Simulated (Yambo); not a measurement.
Ta: optical spectrum with PBEsol

The system is Ta.

```xyz
1
Lattice="-1.6513 1.6513 1.6513 1.6513 -1.6513 1.6513 1.6513 1.6513 -1.6513" Properties=species:S:1:pos:R:3 pbc="T T T"
Ta    0.0000    0.0000    0.0000
```

* Program: Yambo 5.3.0
* Task: optical spectrum
* Functional: PBEsol
* Potentials or basis: PseudoDojo 0.4.1 SR PBEsol standard
* Cutoff: 789 eV
* Density cutoff: 3157 eV
* k mesh: 20 × 20 × 20
* Occupations: fermi-dirac, width 0.05 eV
* Spin: no spin polarisation
* k mesh of the self-consistent run: 20 × 20 × 20
* Direction of the field or of q to 0: x + y + z
* Broadening: 0.05 eV
* Kernel: none (independent particles)
* Top of the energy range: 30 eV
* Energy points: 200
* Correction of the levels: none
* Bands in the response: 32

* Band gap on the k mesh, mean-field level: none (metal or under the smearing width)

Dielectric function (along the field direction of the input):
| energy (eV) | real part | imaginary part |
| --- | --- | --- |
| 0.30 | 16.39 | 4.68 |
| 0.90 | 19.96 | 3.40 |
| 1.51 | 18.22 | 6.61 |
| 2.26 | 19.01 | 8.75 |
| 2.86 | 14.94 | 21.27 |
| 3.62 | 7.72 | 15.76 |
| 4.22 | 5.72 | 16.26 |
| 4.97 | 9.14 | 19.41 |
| 5.58 | -8.94 | 15.98 |
| 6.33 | -7.08 | 8.30 |
| 6.93 | -2.67 | 4.32 |
| 7.69 | -1.94 | 2.99 |
| 8.29 | -0.40 | 3.59 |
| 9.05 | -1.57 | 3.57 |
| 9.65 | -1.63 | 3.73 |
| 10.40 | -0.54 | 3.56 |
| 11.01 | -1.04 | 2.34 |
| 11.76 | -2.42 | 2.51 |
| 12.36 | -0.52 | 1.76 |
| 13.12 | -0.07 | 2.33 |
| 13.72 | 0.10 | 2.30 |
| 14.47 | 0.17 | 2.21 |
| 15.08 | -1.17 | 2.26 |
| 15.83 | -1.13 | 1.54 |
| 16.43 | -0.91 | 1.17 |
| 17.19 | -0.87 | 1.10 |
| 17.79 | -0.62 | 0.54 |
| 18.54 | -0.28 | 0.39 |
| 19.15 | -0.08 | 0.30 |
| 19.90 | 0.10 | 0.38 |

Energy-loss function:
```
energy (eV)   loss
        0.0  0.000
        1.4  0.025
        2.6  0.028
        3.9  0.061
        5.3  0.037
        6.5  0.077
        7.8  0.243
        9.2  0.303
       10.4  0.275
       11.8  0.206
       13.1  0.428
       14.3  0.439
       15.7  0.314
       16.9  0.484
       18.2  1.465
       19.6  1.977
       20.8  2.170
       22.2  1.690
       23.5  0.510
       24.7  0.546
       26.1  0.312
       27.4  0.129
       28.6  0.161
       30.0  0.121
```

It took 96 s on 1 thread of Arm Neoverse V2, on a shared host.

Caveat: the intraband (Drude) term of the metal is left out; independent-particle spectra lack excitons. The run has no spin-orbit coupling, so splittings on Ta are missing.
